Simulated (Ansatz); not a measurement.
# One shape, several levels: SnSiH5O (SMILES [SiH3][O][SnH2])

We compute a comparison of 6 runs (UHF/STO-3G, U-r2SCAN/def2-SVPD, U-revPBE/def2-SVPD, UBLYP/def2-SVPD, UPBE/def2-SVPD, USVWN5/def2-SVPD) of SnSiH5O. 

Program for the calculation: Ansatz 0.2.0.

34 further runs of the same task are left out: 34 set aside as unsound or not needed.

## 1. The structure to begin with

SnSiH5O has 8 atoms, charge 0, and is taken as a doublet. As SMILES, `[SiH3][O][SnH2]`. The Sn3–H8 distance was set to 2.249 Å, away from the relaxed value.

Bond lengths: Si1–O2 1.631 Å, O2–Sn3 1.970 Å, Si1–H4 1.493 Å, Si1–H5 1.487 Å, Si1–H6 1.489 Å, Sn3–H7 1.723 Å. Angles: Si1–O2–Sn3 136.4°, O2–Si1–H4 111.2°, O2–Si1–H5 109.2°, O2–Si1–H6 111.0°, O2–Sn3–H7 102.4°, H4–Si1–H5 108.7°, H4–Si1–H6 107.9°, H5–Si1–H6 108.8°.

## 2. A single-point energy at UHF/STO-3G (run 1)

run.yaml reads:

```yaml
crystal:
  periodic: [false, false, false]
  atoms:
    - {symbol: Si, position_ang: [-0.480150, 1.450608, -0.232141]}
    - {symbol: O, position_ang: [0.844650, 0.681708, 0.327459]}
    - {symbol: Sn, position_ang: [1.214250, -0.956592, 1.356659]}
    - {symbol: H, position_ang: [-1.620150, 0.503208, -0.410141]}
    - {symbol: H, position_ang: [-0.166850, 2.071908, -1.545941]}
    - {symbol: H, position_ang: [-0.915750, 2.517808, 0.710559]}
    - {symbol: H, position_ang: [2.923150, -1.113592, 1.199159]}
    - {symbol: H, position_ang: [0.097400, -2.583700, 0.279200]}
basis:
  gaussian:
    orbitals: STO-3G
magnetization:
  spin_polarized: true
  initial_magnetization: 1
hamiltonian:
  xc: hf
accuracy: high
output:
  orbitals: {seedname: orbitals}
```

Command:

```sh
ansatz run run.yaml --threads 1 --pin off --max-ram 3480MiB --events-out events.jsonl --progress --plain --runs-dir runs
```

Log:

```text
Warning: RAYON_NUM_THREADS=1 ignored (pool sized by the plan → 1); use --threads N
Functional definition: HF
  name "HF"
  exchange = exact_x
  correlation = 0
881 factors; integrals over basis functions are off by at most 4.6e-8 eV
mean field evaluation 1: about -172125.0116 eV, gradient 1.5e1 eV
mean field evaluation 2: about -172125.0725 eV, gradient 1.5e1 eV
mean field evaluation 4: about -172127.2601 eV, gradient 1.8e0 eV
mean field evaluation 8: about -172127.3712 eV, gradient 2.9e-1 eV
mean field evaluation 16: about -172127.3799 eV, gradient 1.7e-8 eV
mean field -172127.37990030 eV, -6325.5645392074 hartree, gradient 5.8e-8 eV, S^2 0.882179; 0 other end points of the search recorded, 0 dependent functions left out
reference -172127.37990030 eV, -6325.5645392074 hartree; 39, 38 occupied and 7, 8 virtual orbitals, 881 factors
Total energy: -172127.37990030 eV, -6325.5645392074 hartree
```

Wall time 1.6 s (1 thread of Arm Neoverse V1, shared host); peak memory 0.16 GiB.

## 3. A single-point energy at U-r2SCAN/def2-SVPD (core potential) (run 2)

job.yaml reads:

```yaml
crystal:
  periodic: [false, false, false]
  atoms:
    - symbol: Si
      position_ang: [-0.480150, 1.450608, -0.232141]
    - symbol: O
      position_ang: [0.844650, 0.681708, 0.327459]
    - symbol: Sn
      position_ang: [1.214250, -0.956592, 1.356659]
    - symbol: H
      position_ang: [-1.620150, 0.503208, -0.410141]
    - symbol: H
      position_ang: [-0.166850, 2.071908, -1.545941]
    - symbol: H
      position_ang: [-0.915750, 2.517808, 0.710559]
    - symbol: H
      position_ang: [2.923150, -1.113592, 1.199159]
    - symbol: H
      position_ang: [0.097400, -2.583700, 0.279200]
basis:
  gaussian:
    orbitals: def2-SVPD
magnetization:
  spin_polarized: true
  initial_magnetization: 1
hamiltonian:
  xc: r2scan
accuracy: high
output: {orbitals: {seedname: orbitals}}
```

Command:

```sh
ansatz run job.yaml --threads 1 --pin off --max-ram 3480MiB --events-out events.jsonl --progress --plain --runs-dir runs
```

Log:

```text
Warning: RAYON_NUM_THREADS=1 ignored (pool sized by the plan → 1); use --threads N
Functional definition: r2SCAN
  name "r2SCAN"
  parameter k0 = 0.174
  parameter k1 = 0.065
  parameter a1 = 4.9479
  exchange = r2scan_x(k0 = k0, k1 = k1, a1 = a1)
  correlation = r2scan_c
2538 factors; integrals over basis functions are off by at most 3.7e-9 eV
mean field evaluation 1: about -15825.9989 eV, gradient 4.3e1 eV
mean field evaluation 2: about -15713.1013 eV, gradient 1.4e2 eV
mean field evaluation 4: about -15831.9935 eV, gradient 9.8e0 eV
mean field evaluation 8: about -15833.0059 eV, gradient 2.3e-1 eV
mean field evaluation 16: about -15833.0071 eV, gradient 9.3e-4 eV
mean field -15833.00713954 eV, -581.8522803802 hartree, gradient 1.0e-7 eV, S^2 0.772782; 0 other end points of the search recorded, 0 dependent functions left out
reference -15833.00714423 eV, -581.8522805527 hartree; 25, 24 occupied and 94, 95 virtual orbitals, 2538 factors
Total energy: -15833.00714423 eV, -581.8522805527 hartree
```

Wall time 43 s (1 thread of Arm Neoverse V1, shared host); peak memory 0.65 GiB.

Runs 3 to 5 aren't shown in full; the table further down has their settings and results.

## 4. A single-point energy at USVWN5/def2-SVPD (core potential) (run 6)

job.yaml reads:

```yaml
crystal:
  periodic: [false, false, false]
  atoms:
    - {symbol: Si, position_ang: [-0.480150, 1.450608, -0.232141]}
    - {symbol: O, position_ang: [0.844650, 0.681708, 0.327459]}
    - {symbol: Sn, position_ang: [1.214250, -0.956592, 1.356659]}
    - {symbol: H, position_ang: [-1.620150, 0.503208, -0.410141]}
    - {symbol: H, position_ang: [-0.166850, 2.071908, -1.545941]}
    - {symbol: H, position_ang: [-0.915750, 2.517808, 0.710559]}
    - {symbol: H, position_ang: [2.923150, -1.113592, 1.199159]}
    - {symbol: H, position_ang: [0.097400, -2.583700, 0.279200]}
basis:
  gaussian: {orbitals: def2-SVPD}
magnetization: {spin_polarized: true, initial_magnetization: 1}
hamiltonian: {xc: {name: SVWN5}}
accuracy: high
output: {orbitals: {seedname: orbitals}}
```

Command:

```sh
ansatz run job.yaml --threads 1 --pin off --max-ram 3480MiB --events-out events.jsonl --progress --plain --runs-dir runs
```

Log:

```text
Warning: RAYON_NUM_THREADS=1 ignored (pool sized by the plan → 1); use --threads N
Functional definition: SVWN5
  name "SVWN5"
  exchange = slater_x
  correlation = vwn5_c
2538 factors; integrals over basis functions are off by at most 3.7e-9 eV
mean field evaluation 1: about -15767.9470 eV, gradient 4.6e1 eV
mean field evaluation 2: about -15618.4062 eV, gradient 1.4e2 eV
mean field evaluation 4: about -15774.2009 eV, gradient 1.4e1 eV
mean field evaluation 8: about -15776.1868 eV, gradient 4.8e-1 eV
mean field evaluation 16: about -15776.1824 eV, gradient 5.0e-4 eV
mean field -15776.18239123 eV, -579.7640093973 hartree, gradient 7.9e-8 eV, S^2 0.754107; 0 other end points of the search recorded, 0 dependent functions left out
reference -15776.18239610 eV, -579.7640095761 hartree; 25, 24 occupied and 94, 95 virtual orbitals, 2538 factors
Total energy: -15776.18239610 eV, -579.7640095761 hartree
```

Wall time 11 s (1 thread of Arm Neoverse V1, shared host); peak memory 0.41 GiB.

## 5. All runs side by side

| run | level | core potential | energy (Eh) | HOMO energy (eV) | LUMO energy (eV) | ⟨S²⟩ | wall time |
| --- | --- | --- | --- | --- | --- | --- | --- |
| 1 | UHF/STO-3G | none | -6325.564539 | -5.58 | 4.46 | 0.882 | 1.6 s |
| 2 | U-r2SCAN/def2-SVPD (core potential) | def2-SVPD | -581.852281 | -5.95 | -4.30 | 0.773 | 43 s |
| 3 | U-revPBE/def2-SVPD (core potential) | def2-SVPD | -581.797978 | -5.54 | -4.50 | 0.757 | 20 s |
| 4 | UBLYP/def2-SVPD (core potential) | def2-SVPD | -581.763096 | -5.44 | -4.58 | 0.758 | 21 s |
| 5 | UPBE/def2-SVPD (core potential) | def2-SVPD | -581.593332 | -5.56 | -4.58 | 0.757 | 19 s |
| 6 | USVWN5/def2-SVPD (core potential) | def2-SVPD | -579.764010 | -5.58 | -4.82 | 0.754 | 11 s |

## 6. What came out

| quantity | value |
| --- | --- |
| run 6: total energy | -579.76401 Eh |
| run 6: HOMO energy (highest over α and β) | -5.58 eV |
| run 6: LUMO energy (lowest over α and β) | -4.82 eV |
| run 6: ⟨S²⟩ | 0.754 |

In words: Totals of different functionals can't be ranked against each other. Some runs of one species differ in core potentials or relativity; totals across that change don't compare. In run 1 the basis is minimal, so the values are rough. In run 1 relativity is left out where basis or elements ask for it. Spin contamination of the reference: run 1 ⟨S²⟩ = 0.88. All runs together took 1.9 min, the longest 43 s.
